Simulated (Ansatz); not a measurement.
# CH4BrFSi2, SMILES F[Si]1(Br)C[SiH2]1: a geometry optimisation

Computed with the Ansatz DFT code, driven from Python.

The cells in order, each with its output:

```python
import warnings

import ansatz
import numpy as np
```

```python
warnings.simplefilter("ignore", ansatz.DeckWarning)
```

```python
geometry_ang = [
    ("F", [-2.3632, 0.3098, -0.0262]),
    ("Si", [-1.0382, -0.0508, 0.6451]),
    ("Br", [-0.8845, 0.4146, 2.7484]),
    ("C", [0.4008, 0.7437, -0.2911]),
    ("Si", [0.5911, -1.0676, -0.52]),
    ("H", [0.0266, 1.2961, -1.1733]),
    ("H", [1.102, 1.2599, 0.2961]),
    ("H", [0.4225, -1.4554, -1.9229]),
    ("H", [1.8313, -1.4965, 0.2268]),
]
mol = ansatz.Crystal.molecule()
for symbol, xyz in geometry_ang:
    mol = mol.atom(symbol, xyz)
```

```python
model = mol.calculation().basis(gaussian="def2-SVP").functional("pbe0")
symbols = [site.symbol for site in mol.cartesian_sites]
start = np.array([site.position_ang for site in mol.cartesian_sites], dtype=float)
def progress(event):
    if event["event"] == "relax_step":
        row = event["data"]
        print(f"step {row['step']:3d}  E = {row['lagrangian_ev']:.6f} eV  max force {row['allowed_force_max_ev_ang']:.4f} eV/A")
```

```python
summary = model.relax(force_tolerance=0.02).session().plan().execute(on_event=progress).report
end = np.array(summary["positions_ang"])
```

    step   1  E = -89586.848702 eV  max force 4.1390 eV/A
    step   2  E = -89587.299346 eV  max force 1.7821 eV/A
    step   3  E = -89587.384250 eV  max force 0.3111 eV/A
    step   4  E = -89587.393533 eV  max force 0.1719 eV/A
    step   5  E = -89587.395899 eV  max force 0.0566 eV/A
    step   6  E = -89587.396126 eV  max force 0.0258 eV/A
    step   7  E = -89587.396154 eV  max force 0.0153 eV/A

```python
for key in ("converged", "free_energy_ev", "reference_energy_ev", "n_frozen", "n_occupied", "n_virtual"):
    print(f"{key:22s} {summary[key]}")
```

    converged              True
    free_energy_ev         -89587.39618142483
    reference_energy_ev    -89587.39618142483
    n_frozen               0
    n_occupied             [41, 41]
    n_virtual              [75, 75]

```python
print("bond        before    after (A)")
for i, j in [(0, 1), (1, 2), (1, 3), (1, 4), (3, 4), (3, 5), (3, 6), (4, 7), (4, 8)]:
    d0, d1 = (np.linalg.norm(xyz[i] - xyz[j]) for xyz in (start, end))
    print(f"{symbols[i]}{i}-{symbols[j]}{j}".ljust(10), f"{d0:8.4f} {d1:8.4f}")
```

    bond        before    after (A)
    F0-Si1       1.5285   1.6217
    Si1-Br2      2.1597   2.2075
    Si1-C3       1.8917   1.8614
    Si1-Si4      2.2463   2.2441
    C3-Si4       1.8356   1.9491
    C3-H5        1.1061   1.1007
    C3-H6        1.0502   1.0990
    Si4-H7       1.4652   1.4888
    Si4-H8       1.5099   1.4886

Total energies depend on the basis set; only differences at equal settings carry meaning. The end point is the stationary point reached from this start; no frequency run checks that it is a minimum, and the basis set is modest. Finished in 57 s on 1 thread of Arm Neoverse V1, with other jobs on the host, peak memory 0.37 GiB.

(Lines on the test bed's own set-up are left out of the output.)
